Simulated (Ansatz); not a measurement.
Geometry optimisation, DFT PBE-D3(BJ), scalar-relativistic, plane waves, PAW (Ansatz 0.2.0).

input.yaml

```yaml
crystal:
  lattice:
    - [5.78468, 0.0, 0.0]
    - [0.0, 5.65972, 0.0]
    - [0.0, 0.0, 17.174733]
  atoms:
    - { symbol: W, position: [0.0, 0.0, 0.0582251] }
    - { symbol: C, position: [0.0, 0.25, 0.1554547] }
    - { symbol: W, position: [0.25, 0.0, 0.2040695] }
    - { symbol: C, position: [0.25, 0.25, 0.3012992] }
    - { symbol: W, position: [0.0, 0.5, 0.0582251] }
    - { symbol: C, position: [0.0, 0.75, 0.1554547] }
    - { symbol: W, position: [0.25, 0.5, 0.2040695] }
    - { symbol: C, position: [0.25, 0.75, 0.3012992] }
    - { symbol: W, position: [0.5, 0.0, 0.0582251] }
    - { symbol: C, position: [0.5, 0.25, 0.1554547] }
    - { symbol: W, position: [0.75, 0.0, 0.2040695] }
    - { symbol: C, position: [0.75, 0.25, 0.3012992] }
    - { symbol: W, position: [0.5, 0.5, 0.0582251] }
    - { symbol: C, position: [0.5, 0.75, 0.1554547] }
    - { symbol: W, position: [0.75, 0.5, 0.2040695] }
    - { symbol: C, position: [0.75, 0.75, 0.3012992] }
    - { symbol: Cl, position: [0.5154363, -0.0055449, 0.3408922] }
basis:
  ecutwfc: 420.0
kpoints:
  mp_grid: { grid: [4, 4, 1] }
hamiltonian:
  xc: pbe
  dispersion: d3bj
  pseudopotentials: { kind: paw, azcp: { folder: soft_1 } }
scf:
  occupations: { method: gaussian, width: 0.1 }
  lower_state_search: "off"
relax:
  f_tol: 0.03
  max_steps: 60
  adjacent_minimum: "off"
  constraints: [{ sites: [0, 4, 8, 12] }]
```

Run as:

```bash
$ ansatz run input.yaml --threads 4 --pin off --max-ram 10240MiB --backend cpu --events-out ev --progress --plain --runs-dir out
```

Q: Where does it end, and by what steps?

A: It converged. Limits of this set-up: coarse k mesh, thin slab, slab without dipole correction, odd electron count without spin, a typed lattice constant that wasn't relaxed here. After 23 steps the energy has fallen by 10.160 eV; Cl17 moved furthest, 1.96 Å. Parted: W3–Cl17 (2.81 → 4.41 Å). Joined: W3–C12 (3.63 → 2.47 Å), C4–C12 (2.89 → 1.33 Å), W7–C12 (3.63 → 2.46 Å), C8–W11 (3.63 → 2.47 Å), C8–W15 (3.63 → 2.48 Å), C8–C16 (2.89 → 1.41 Å).

| step | energy less start (eV) | largest force component (eV/Å) | accepted |
| --- | --- | --- | --- |
| 0 | 0.0000 | 2.827 | yes |
| 1 | -1.2222 | 1.519 | yes |
| 2 | -1.3459 | 1.613 | yes |
| 3 | -1.5448 | 1.017 | yes |
| 4 | -1.7240 | 0.815 | yes |
| 5 | -2.0241 | 0.966 | yes |
| 6 | -2.6362 | 1.960 | yes |
| 7 | -3.5548 | 3.540 | yes |
| 8 | -4.7765 | 4.931 | yes |
| 9 | -5.8248 | 5.333 | yes |
| 10 | -6.6022 | 4.126 | yes |
| 11 | -6.9559 | 4.526 | yes |
| 12 | -7.3143 | 0.723 | yes |
| 13 | -7.6105 | 1.116 | yes |
| 14 | -7.9711 | 1.749 | yes |
| 15 | -8.5179 | 2.451 | yes |
| 16 | -9.2860 | 3.079 | yes |
| 17 | -10.0377 | 1.236 | yes |
| 18 | -10.1261 | 0.686 | yes |
| 19 | -10.1074 | 0.725 | no |
| 20 | -10.1572 | 0.123 | yes |
| 21 | -10.1584 | 0.135 | yes |
| 22 | -10.1597 | 0.062 | yes |
| 23 | -10.1600 | 0.029 | yes |

```xyz
17
Lattice="5.7847 0.0000 0.0000 0.0000 5.6597 0.0000 0.0000 0.0000 17.1747" Properties=species:S:1:pos:R:3
W 0.000 0.000 1.000
C 0.095 1.415 2.471
W 1.422 0.013 3.458
C 1.081 1.415 5.084
W 0.000 2.830 1.000
C -0.011 4.245 2.503
W 1.422 2.817 3.458
C 0.259 4.245 4.563
W 2.892 0.000 1.000
C 2.964 1.415 2.629
W 4.377 0.017 3.424
C 5.594 1.416 4.687
W 2.892 2.830 1.000
C 2.853 4.245 2.620
W 4.377 2.813 3.424
C 4.710 4.245 5.019
Cl 4.129 -1.413 6.636
```

Whether the end is a true minimum wasn't checked by a vibrational analysis.

The run took 3.7 min on 4 threads of Arm Neoverse V1, with other jobs on the host, peak memory 1.3 GiB.
